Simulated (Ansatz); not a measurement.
**CH7AlSi2: one species, many methods**

The task here is to estimate one member of a computed series from the others.

Computed with Ansatz 0.2.0, Gaussian basis. Level: functionals in def2-TZVPP, the program's frozen cores in correlated methods.

The runs, in order: LDA (SPW92), PBE-D4, revPBE-D4, BLYP-D4, r2SCAN-D4, B97M-V, PBE0-D4, B3LYP-D4, r2SCANh-D4, r2SCAN0-D4, HSE06-D4, BHLYP-D4, CAM-B3LYP-D4, LC-ωPBE, ωB97X-V, ωB97M-V, B2PLYP, PBE-QIDH; CCSD(T)/def2-SVP; CCSD(T)/def2-TZVPP; MP2/def2-QZVPP; extrapolation to the limit; RPA on PBE.

## The geometry

All runs share one geometry, relaxed beforehand with PBE0-D4 in a triple-zeta def2 set.

SMILES `[CH3][Al]1[SiH2][SiH2]1`, 11 atoms, charge 0, spin multiplicity 1.

Atoms are counted from 1 here; the program's logs count them from 0.

Bond lengths: C1–Al2 1.947 Å, C1–H5 1.092 Å, C1–H6 1.094 Å, C1–H7 1.095 Å, Al2–Si3 2.411 Å, Al2–Si4 2.410 Å, Si3–Si4 2.335 Å, Si3–H8 1.491 Å, Si3–H9 1.500 Å, Si4–H10 1.491 Å, Si4–H11 1.500 Å. Angles: Al2–C1–H5 112.3°, Al2–C1–H6 110.5°, Al2–C1–H7 109.9°, H5–C1–H6 108.7°, H5–C1–H7 108.2°, H6–C1–H7 107.1°, C1–Al2–Si3 150.3°, C1–Al2–Si4 151.8°, Si3–Al2–Si4 57.9°, Al2–Si3–Si4 61.0°, Al2–Si3–H8 143.8°, Al2–Si3–H9 98.5°, Si4–Si3–H8 128.6°, Si4–Si3–H9 105.3°, H8–Si3–H9 109.3°, Al2–Si4–Si3 61.1°, Al2–Si4–H10 143.6°, Al2–Si4–H11 98.5° and more.

Set-up of the first run:

Input file in.yaml:

```yaml
crystal:
  periodic: [false, false, false]
  atoms:
    - {symbol: C, position_ang: [-1.267267, 1.992019, -0.606082]}
    - {symbol: Al, position_ang: [-0.238840, 0.407784, -0.131965]}
    - {symbol: Si, position_ang: [0.296265, -1.353239, 1.425643]}
    - {symbol: Si, position_ang: [1.405734, -1.283150, -0.627707]}
    - {symbol: H, position_ang: [-0.785271, 2.580178, -1.389524]}
    - {symbol: H, position_ang: [-1.413574, 2.629373, 0.270972]}
    - {symbol: H, position_ang: [-2.260761, 1.698278, -0.960036]}
    - {symbol: H, position_ang: [-0.260500, -2.536741, 2.141202]}
    - {symbol: H, position_ang: [1.154959, -0.562753, 2.367860]}
    - {symbol: H, position_ang: [2.852248, -1.502022, -0.914729]}
    - {symbol: H, position_ang: [0.582406, -2.126827, -1.555235]}
basis:
  gaussian: {orbitals: def2-TZVPP}
hamiltonian: {xc: lda}
output: {orbitals: {seedname: orbitals}}
```

Launch:

```
$ ansatz run in.yaml --threads 2 --pin off --events-out ev --progress --plain --max-ram 4352MiB
```

Among the steps run: LDA; PBE-D4 (GGA); revPBE-D4 (GGA); BLYP-D4 (GGA); r2SCAN-D4 (meta-GGA); B97M-V (meta-GGA); PBE0-D4 (hybrid); B3LYP-D4 (hybrid); r2SCANh-D4 (hybrid); r2SCAN0-D4 (hybrid); HSE06-D4 (hybrid); BHLYP-D4 (hybrid); CAM-B3LYP-D4 (range-separated); LC-ωPBE (range-separated); ωB97X-V (range-separated); ωB97M-V (range-separated); B2PLYP (double hybrid); PBE-QIDH (double hybrid).

One table of the session follows, with a row left open; its other results are not shown here.

It belongs to the step «Orbital energies across the functionals». 

| functional | HOMO (eV) | LUMO (eV) | gap (eV) |
| --- | --- | --- | --- |
| LDA (SPW92) | -5.28 | -2.89 | 2.38 |
| PBE-D4 | -5.19 | -2.71 | 2.48 |
| revPBE-D4 | -5.15 | -2.62 | 2.53 |
| BLYP-D4 | -5.03 | -2.51 | 2.52 |
| r2SCAN-D4 | -5.37 | -2.53 | 2.84 |
| B97M-V | -5.40 | -2.63 | 2.78 |
| PBE0-D4 | -6.10 | -1.95 | 4.15 |
| B3LYP-D4 | -5.92 | -2.07 | 3.84 |
| r2SCANh-D4 | -5.70 | -2.26 | 3.44 |
| r2SCAN0-D4 | -6.21 | -1.87 | 4.35 |
| HSE06-D4 | ? | ? | ? |
| BHLYP-D4 | -6.89 | -1.05 | 5.84 |
| CAM-B3LYP-D4 | -7.24 | -0.88 | 6.36 |
| LC-ωPBE | -8.45 | 0.10 | 8.55 |
| ωB97X-V | -8.18 | 0.01 | 8.19 |
| ωB97M-V | -7.97 | -0.23 | 7.74 |

**Question.** Estimate the row for HSE06-D4.

As computed: HOMO (eV): -5.72; LUMO (eV): -2.32; gap (eV): 3.39. In the column «HOMO (eV)» it lies between B3LYP-D4 (-5.92) and r2SCANh-D4 (-5.70).
